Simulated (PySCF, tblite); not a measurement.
# CH₉BrSi₄: geometry, infrared bands and NMR shifts

Aim: predict the infrared bands and NMR shifts of CH₉BrSi₄ (`[SiH3][Si]1(Br)[SiH2]C[SiH2]1`).

Programs: tblite 0.8.0 and PySCF 2.14.0, with density-fitted response routines of our own. Each step states its level of theory. These are calculated values for one molecule in the gas phase, unless marked as measured. Atoms are numbered from 0 throughout.

### 1 The starting structure

15 atoms, charge 0, multiplicity 1; geometry from: force field or distance geometry start.

Bonds of the start (Å): Si0–Si1 2.25, Si1–Br2 2.17, Si1–Si3 2.25, Si3–C4 1.92, C4–Si5 1.91, Si5–Si1 2.25, Si0–H6 1.48, Si0–H7 1.49, Si0–H8 1.48, Si3–H9 1.48, Si3–H10 1.49, C4–H11 1.09, C4–H12 1.09, Si5–H13 1.48, Si5–H14 1.49.

### 2 Optimising the geometry with GFN2-xTB

Job settings and geometry (Å):

```
{"job": {"kind": "relax", "xc": "GFN2-xTB", "basis": "xTB"}, "charge": 0, "multiplicity": 1}
Si     2.439900    -0.057600     0.204100
Si     0.558700     0.327000    -0.968700
Br     0.794900     1.007700    -3.016600
Si    -1.004000    -1.250900    -0.629100
C     -1.590100    -0.323300     0.940900
Si    -1.023900     1.366100     0.252600
H      2.117500    -0.512700     1.578100
H      3.257400     1.184200     0.322600
H      3.269700    -1.104100    -0.441200
H     -2.056000    -1.296800    -1.667900
H     -0.473200    -2.610300    -0.310600
H     -2.668200    -0.391700     1.116400
H     -1.057400    -0.619000     1.848700
H     -2.067300     2.016000    -0.570100
H     -0.502500     2.273700     1.318800
```

Started as:

```bash
$ OMP_NUM_THREADS=1 python probes_run.py task.json out
```

The driver reads the jobs from task.json and runs them one after another.

**Question.** This job is followed by: GFN2-xTB harmonic vibrations, gas phase; GIAO PBE0/pcSseg-1 NMR shielding, non-relativistic, gas phase. What will the session give for the following? strongest single infrared mode (GFN2-xTB); zero-point energy (GFN2-xTB); 13C shifts against TMS (PBE0/pcSseg-1); 1H shifts against TMS (PBE0/pcSseg-1, means over atoms taken as alike); 29Si shifts against TMS (PBE0/pcSseg-1, means over atoms taken as alike); 79Br shifts against HBr (PBE0/pcSseg-1).

**Answer**, as computed:

| quantity | value |
| --- | --- |
| strongest single infrared mode (GFN2-xTB) | 714 cm⁻¹, 1058 km/mol |
| zero-point energy (GFN2-xTB) | 52.9 kcal/mol |
| 13C shifts against TMS (PBE0/pcSseg-1) | -8.7 ppm |
| 1H shifts against TMS (PBE0/pcSseg-1, means over atoms taken as alike) | 4.95, 4.86, 3.81, 0.87, 0.83 ppm |
| 29Si shifts against TMS (PBE0/pcSseg-1, means over atoms taken as alike) | 31.9, -36.6, -102.8 ppm |
| 79Br shifts against HBr (PBE0/pcSseg-1) | -144 ppm |

The optimisation took 96 steps and gained 0.658 eV; among the close pairs (by a distance rule), Si1–Br2 changed most, from 2.171 to 2.322 Å. No mode is imaginary among the 39: a minimum at this level. The strongest single mode, at 714 cm⁻¹, has its largest shares on C4, Si3, Si5 and H14 (the list is cut at 4 atoms). Unscaled tight-binding wavenumbers are off by several per cent, some by more. Its intensities can rank the bands wrongly. At PBE0/pcSseg-1: Shielding is most anisotropic at Br2 (span 200 ppm, paramagnetic term -358 ppm). Spin-orbit coupling is left out, which matters for shieldings and couplings at and beside the heavy atoms.
